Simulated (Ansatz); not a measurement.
Debugging a scan of one input key of TaN, space group Fm-3m (the Python package of Ansatz (0.2.0)).

Script `edit_tan.py`:
```python
'''Keys set on an Input object, for TaN.'''

import ansatz as az
import pandas as pd
from pymatgen.core import Lattice, Structure
from pymatgen.io.ase import AseAtomsAdaptor

pmg_structure = Structure(
    Lattice([(0.0, 2.179, 2.179), (2.179, 0.0, 2.179), (2.179, 2.179, 0.0)]),
    ['Ta', 'N'],
    [
        (0.5, 0.5, 0.5),
        (0.0, 0.0, 0.0),
    ],
)
structure = az.Crystal.from_ase(AseAtomsAdaptor.get_atoms(pmg_structure))

setup = (
    structure.calculation()
    .kpoints(spacing=0.24)
    .functional('pbe')
    .basis(550)
    .occupations('gaussian', width=2.0)
    .pseudopotentials('paw')
    .scf(max_iterations=60)
    .band_table()
)
typed = setup.input()
rows = []
for value in [4, 6, 9]:
    edited = typed.set(az.key.basis.ecutrho_ratio, value)
    summary = az.Session.from_dict(edited).plan().execute().report
    rows.append((value, summary['free_energy_ev'], summary['n_iterations'], len(summary['eigenvalues_ev'][0]) if 'eigenvalues_ev' in summary else 0))
print(pd.DataFrame(rows, columns=['density ratio', 'F eV', 'iterations', 'bands listed']).round(4).to_string(index=False))
```

```console
$ python edit_tan.py
 density ratio        F eV  iterations  bands listed
             4 -10318.6962           6            15
             6 -10318.6962           6            15
             9 -10318.6962           6            15
```

The script ran to its end, but the result can't be trusted. Why?

The fault: the smearing width is far too large. The correction:

```diff
--- before
+++ after
@@ -22,3 +22,3 @@
     .basis(550)
-    .occupations('gaussian', width=2.0)
+    .occupations(az.OccupationsMethod.FERMI_DIRAC, width=100 * az.meV)
     .pseudopotentials('paw')
```

With that change:

Running `python edit_tan.py` prints:
```text
 density ratio        F eV  iterations  bands listed
             4 -10317.8922           6            17
             6 -10317.8922           6            17
             9 -10317.8922           6            17
```

What to keep in mind:
- Total energies depend on the potentials; only differences at equal settings carry meaning. A total without «per atom» is that of the whole cell that was run.
- The run is spin-unpolarised.
- The mesh is modest for a metal, so energies can be off by several to tens of meV an atom and pressures by half a GPa or more; differences at equal mesh fare better.
- Spin-orbit coupling, which matters for elements this heavy, is left out.
- The starting cell is as deposited in a crystallographic database; the results hold for this polymorph, which needn't be the stable one.
- Wall time of the script: 4.7 s on 1 thread of Arm Neoverse V2, on a shared host, peak memory 0.47 GiB.
